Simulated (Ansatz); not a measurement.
# C₂H₃FOSi: how energies converge with the basis set

One table from this session's results is given with a row withheld; the runs are named, their logs left out.

Program: Ansatz 0.2.0, Gaussian basis. Level of theory: one geometry, several basis sets. These are calculated values, not measurements.

Plan: PBE0-D4/def2-SVP; ωB97M-V/def2-SVP; PBE0-D4/def2-QZVPP; ωB97M-V/def2-QZVPP; the functionals' def2-TZVPP values are taken from earlier runs.

### The geometry

All runs share one geometry, relaxed beforehand with PBE0-D4 in a triple-zeta def2 set.

SMILES `C#C[SiH](O)F`, 8 atoms, charge 0, spin multiplicity 1.

Atoms are counted from 1 here; the program's logs count them from 0.

Bond lengths: C1–C2 1.206 Å, C1–H6 1.066 Å, C2–Si3 1.820 Å, Si3–O4 1.625 Å, Si3–F5 1.591 Å, Si3–H7 1.469 Å, O4–H8 0.958 Å. Angles: C2–C1–H6 179.7°, C1–C2–Si3 178.5°, C2–Si3–O4 110.9°, C2–Si3–F5 106.7°, C2–Si3–H7 112.7°, O4–Si3–F5 110.9°, O4–Si3–H7 107.3°, F5–Si3–H7 108.2°, Si3–O4–H8 118.8°.

The first run:

File in.yaml:

```yaml
crystal:
  periodic: [false, false, false]
  atoms:
    - {symbol: C, position_ang: [-0.509235, 1.777944, 1.067375]}
    - {symbol: C, position_ang: [-0.208189, 0.872853, 0.329728]}
    - {symbol: Si, position_ang: [0.201307, -0.506123, -0.784802]}
    - {symbol: O, position_ang: [0.007474, -1.934882, -0.036074]}
    - {symbol: F, position_ang: [1.714509, -0.299260, -1.231326]}
    - {symbol: H, position_ang: [-0.772398, 2.581711, 1.717028]}
    - {symbol: H, position_ang: [-0.635755, -0.527213, -1.991907]}
    - {symbol: H, position_ang: [0.294487, -2.022132, 0.874177]}
basis:
  gaussian: {orbitals: def2-SVP}
hamiltonian: {xc: pbe0, dispersion: d4}
output: {orbitals: {seedname: orbitals}}
```

The run is started by

```console
> ansatz run in.yaml --threads 2 --pin off --events-out ev --progress --plain --max-ram 4352MiB
```

Steps of the session up to this table: PBE0-D4 in def2-SVP; ωB97M-V in def2-SVP; PBE0-D4 in def2-QZVPP; ωB97M-V in def2-QZVPP.

One of the session's tables, all rows but one given; the rest of the session is left out.

It belongs to the step «Density functionals: the series». 

| functional | basis | HOMO (eV) | LUMO (eV) |
| --- | --- | --- | --- |
| PBE0-D4 | def2-SVP | ? | ? |
| PBE0-D4 | def2-TZVPP | -8.73 | -0.54 |
| PBE0-D4 | def2-QZVPP | -8.75 | -0.62 |
| ωB97M-V | def2-SVP | -10.91 | 1.88 |
| ωB97M-V | def2-TZVPP | -11.01 | 1.43 |
| ωB97M-V | def2-QZVPP | -11.03 | 1.22 |

Q: Estimate the row for PBE0-D4, def2-SVP from the others.

The run gave: HOMO (eV): -8.65; LUMO (eV): -0.25. In the column «HOMO (eV)» it is the highest.
